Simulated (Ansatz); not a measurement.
This script drives Ansatz 0.2.0, Python API.

Input file `inp.cif`:
```cif
data_InP
_cell_length_a 4.144353
_cell_length_b 4.144353
_cell_length_c 4.144353
_cell_angle_alpha 60.00000
_cell_angle_beta 60.00000
_cell_angle_gamma 60.00000
_symmetry_space_group_name_H-M 'P 1'
_symmetry_Int_Tables_number 1
loop_
_symmetry_equiv_pos_as_xyz
'x, y, z'
loop_
_atom_site_label
_atom_site_type_symbol
_atom_site_fract_x
_atom_site_fract_y
_atom_site_fract_z
In1 In    0.000000    0.000000    0.000000
P2 P    0.250000    0.250000    0.250000
```

The script, `compress.py`:
```python
"""Cell of InP under pressure."""

import ansatz as az
from ase.io import read
import numpy as np

SMEARING = "fixed"

def edges_and_angles(cell):
    cell = np.asarray(cell)
    a, b, c = np.linalg.norm(cell, axis=1)
    cosines = cell[1] @ cell[2] / (b * c), cell[0] @ cell[2] / (a * c), cell[0] @ cell[1] / (a * b)
    return (a, b, c, *np.degrees(np.arccos(cosines)))


def main() -> None:
    atoms = read("inp.cif")
    structure = az.Crystal.from_ase(atoms)

    model = structure.calculation().kpoints(6).occupations(SMEARING)

    # H = F + PV, with 1 GPa A^3 = 1/160.21766 eV
    rows = []
    for pressure in [0, 5, 10, 20]:
        done = model.relax(cell=True, pressure=pressure, force_tolerance=0.005, max_steps=100).run(threads=1, backend="cpu")
        cell = done.lattice.cell_ang
        n_atoms = len(done.lattice.sites)
        volume = abs(np.linalg.det(cell)) / n_atoms
        enthalpy = done.report["free_energy_ev"] / n_atoms + pressure * volume / 160.21766
        rows.append((pressure, volume, enthalpy, *edges_and_angles(cell)))
        print(f"{pressure} GPa done: {volume:.4f} A^3/atom")

    print(" P (GPa)  V (A^3/atom)  H (eV/atom)     a       b       c")
    for row in rows:
        print("{:8.1f} {:12.4f} {:14.5f} {:7.4f} {:7.4f} {:7.4f}".format(*row[:6]))
    p, v = np.array([row[0] for row in rows], float), np.array([row[1] for row in rows])
    print("mean bulk modulus between rows (GPa):", np.round(-np.diff(p) / np.diff(np.log(v)), 1))


if __name__ == "__main__":
    main()
```

It is started by `python compress.py`. Estimate its wall time and peak memory on 1 thread of Intel(R) Xeon(R) Processor @ 2.30GHz (shared host).

It took about 24 s, with a peak of 0.56 GiB, for 4 runs of the engine.

```console
$ python compress.py
DeckWarning: basis.ecutwfc = 420 eV, auto-derived from the records' recommended cutoffs: set by In (normal level)
0 GPa done: 26.4611 A^3/atom
5 GPa done: 24.6450 A^3/atom
10 GPa done: 23.3441 A^3/atom
20 GPa done: 21.4915 A^3/atom
 P (GPa)  V (A^3/atom)  H (eV/atom)     a       b       c
     0.0      26.4611    -3176.99790  4.2142  4.2142  4.2142
     5.0      24.6450    -3176.20258  4.1155  4.1155  4.1155
    10.0      23.3441    -3175.45492  4.0418  4.0418  4.0418
    20.0      21.4915    -3174.05984  3.9319  3.9319  3.9319
mean bulk modulus between rows (GPa): [ 70.3  92.2 120.9]
```
(Warnings from the package without file and line.)

The volume falls from 26.46 Å³ an atom at 0 GPa to 21.49 at 20 GPa, by 18.8 %. Between 0 and 5 GPa, -V dP/dV is about 70 GPa, a mean over that step.

What to keep in mind:
- Absolute energies stand on the zero of these potentials, so only differences at equal settings mean something.
- At a fixed pressure a relaxation lowers the enthalpy F + PV, while F alone can rise.
- Of the deposited cell: the entry's cell lengths or inner coordinates differ somewhat from later room-temperature determinations.
- No functional is typed, so the default, PBE, holds.
- The starting cell is as deposited in a crystallographic database; the results hold for this polymorph, which needn't be the stable one.
- Symmetry holds the cell in this phase, whether or not it is the stable one at each pressure.
